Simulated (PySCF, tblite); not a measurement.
# C₃H₁₃OPSi₂: geometry, infrared bands, NMR shifts, electronic excitations and core binding energies

What infrared bands, NMR shifts, electronic excitations and core binding energies should C₃H₁₃OPSi₂ (`CC[Si@@]([SiH3])(P)OC`) show?

Programs: tblite 0.8.0 and PySCF 2.14.0, with density-fitted response routines of our own. Each step states its level of theory. These are calculated values for one molecule in the gas phase, unless marked as measured. Atoms are numbered from 0 throughout.

### Step 1. Starting geometry

20 atoms, charge 0, multiplicity 1; geometry from: force field or distance geometry start.

Bonds of the start (Å): C0–C1 1.53, C1–Si2 1.86, Si2–Si3 2.34, Si2–P4 2.24, Si2–O5 1.67, O5–C6 1.42, C0–H7 1.09, C0–H8 1.10, C0–H9 1.08, C1–H10 1.09, C1–H11 1.10, Si3–H12 1.47, Si3–H13 1.50, Si3–H14 1.49, P4–H15 1.42, P4–H16 1.42, C6–H17 1.09, C6–H18 1.09, C6–H19 1.10.

### Step 2. Geometry optimisation with GFN2-xTB

Job settings and geometry (Å):

```
{"job": {"kind": "relax", "xc": "GFN2-xTB", "basis": "xTB"}, "charge": 0, "multiplicity": 1}
C      1.362000    -2.143500     0.033200
C      1.273600    -0.620500    -0.113500
Si    -0.315100     0.203600     0.403800
Si    -2.071200    -0.565400    -0.939600
P     -0.731600    -0.261600     2.556800
O     -0.236500     1.875400     0.345500
C      0.347400     2.518500    -0.783800
H      0.605600    -2.636500    -0.577600
H      1.215700    -2.464000     1.072500
H      2.332600    -2.498000    -0.286200
H      1.485500    -0.367300    -1.149900
H      2.087100    -0.189400     0.489800
H     -1.816300    -0.192000    -2.337100
H     -2.155400    -2.056600    -0.853600
H     -3.371200     0.028600    -0.505900
H     -1.781800     0.673200     2.741900
H      0.269000     0.582700     3.098900
H      0.259100     3.591600    -0.637500
H     -0.180200     2.257800    -1.698700
H      1.416400     2.273900    -0.862000
```

The run is started by

```bash
$ OMP_NUM_THREADS=1 python probes_run.py task.json out
```

The driver reads the jobs from task.json and runs them one after another.

**Question.** This job is followed by: GFN2-xTB harmonic vibrations, gas phase; PBE0-D3(BJ)/def2-SVP geometry optimisation, gas phase; GIAO PBE0/pcSseg-1 NMR shielding, non-relativistic, gas phase; TDDFT PBE0/def2-SVPD, vertical, gas phase, core orbitals frozen in the response; GIAO HF/pcSseg-1 NMR shielding, non-relativistic, gas phase; delta-SCF UKS SCAN, pcX-2 on the ionised atom, pcseg-1 elsewhere, spin-free X2C. What will the session give for the following? strongest single infrared mode (GFN2-xTB); zero-point energy (GFN2-xTB); point group; rotational constants (main isotopes); ¹³C shifts against TMS (PBE0/pcSseg-1); ¹H shifts against TMS (PBE0/pcSseg-1, means over atoms taken as alike); ²⁹Si shifts against TMS (PBE0/pcSseg-1); ³¹P shifts against H3PO4 (PBE0/pcSseg-1); ¹⁷O shifts against H2O (PBE0/pcSseg-1); surface potential, 1st and 99th percentile; lowest singlet (PBE0/def2-SVPD); brightest single state of those computed; lowest triplet; vertical ionisation energy (ΔSCF); C1s binding energies, SCAN/pcX-2; Si1s binding energies, SCAN/pcX-2; Si2p binding energies, SCAN/pcX-2; P1s binding energies, SCAN/pcX-2; P2p binding energies, SCAN/pcX-2; O1s binding energies, SCAN/pcX-2; range of the shift of O5.

**Answer**, as computed:

| quantity | value |
| --- | --- |
| strongest single infrared mode (GFN2-xTB) | 784 cm⁻¹, 357 km/mol |
| zero-point energy (GFN2-xTB) | 93.1 kcal/mol |
| point group | C1 |
| rotational constants (main isotopes) | 1.22, 1.05, 0.97 GHz |
| ¹³C shifts against TMS (PBE0/pcSseg-1) | 54.1, 12.1, 7.7 ppm |
| ¹H shifts against TMS (PBE0/pcSseg-1, means over atoms taken as alike) | 3.54, 3.51, 1.57, 1.09, 0.80, 0.74 ppm |
| ²⁹Si shifts against TMS (PBE0/pcSseg-1) | 36.7, -111.8 ppm |
| ³¹P shifts against H3PO4 (PBE0/pcSseg-1) | -270.3 ppm |
| ¹⁷O shifts against H2O (PBE0/pcSseg-1) | 18.4 ppm |
| surface potential, 1st and 99th percentile | -1.26 V and 0.86 V |
| lowest singlet (PBE0/def2-SVPD) | 5.80 eV (214 nm), f = 0.047 |
| brightest single state of those computed | state 8, 7.01 eV, f = 0.148 |
| lowest triplet | 5.00 eV |
| vertical ionisation energy (ΔSCF) | 8.72 eV |
| C1s binding energies, SCAN/pcX-2 | C6 292.32, C0 290.76, C1 290.06 eV |
| Si1s binding energies, SCAN/pcX-2 | Si2 1846.39, Si3 1845.91 eV |
| Si2p binding energies, SCAN/pcX-2 | Si2 106.70, Si3 106.42 eV |
| P1s binding energies, SCAN/pcX-2 | P4 2149.49 eV |
| P2p binding energies, SCAN/pcX-2 | P4 136.25 eV |
| O1s binding energies, SCAN/pcX-2 | O5 537.73 eV |
| range of the shift of O5 | -14.2 to 18.4 ppm |

What this shows: Over 183 steps the energy fell by 0.310 eV; of the close pairs, C1–Si2 changed most, 1.863 to 1.924 Å (GFN2-xTB). All 54 modes are real, so the xTB geometry is a minimum. The strongest single mode, at 784 cm⁻¹, is spread over several atoms, H13, H12, H14 among them. Unscaled tight-binding wavenumbers are off by several per cent, some by more. Its intensities can rank the bands wrongly. Relaxing lowered the energy by 0.378 eV in 10 steps; the close pair that moved most is P4–H15, from 1.363 to 1.430 Å (PBE0/def2-SVP). No frequency check was run at this level, so the end point may be a saddle. C6 (methyl carbon bonded to O) lies farthest downfield among carbon, at 54.1 ppm; deshielded by the electronegative neighbour. The lowest singlet, at 5.80 eV, is HOMO→LUMO 0.69, HOMO→LUMO+1 0.24 and is weak; of the 10 states computed, the strongest absorption comes from state 8 at 7.01 eV. The lowest triplet lies 0.80 eV below the lowest singlet (triplets in Tamm-Dancoff, singlets in full TDDFT). The orbital energy would give 7.04 eV for ionisation, ΔSCF gives 8.72 eV. The C1s levels kept as sound span 2.26 eV, from C1 (sp3 CH2 bonded to Si) up to C6 (methyl carbon bonded to O). Si2 (silicon bonded to C, O, P, Si) binds its Si1s electron 0.48 eV more tightly than Si3 (silicon bonded to Si, 3 H). The Si2p levels kept as sound span 0.28 eV, from Si3 (silicon bonded to Si, 3 H) up to Si2 (silicon bonded to C, O, P, Si). Across the 2 runs the shift of O5 moves most, between -14.2 (HF/pcSseg-1) and 18.4 ppm (PBE0/pcSseg-1).
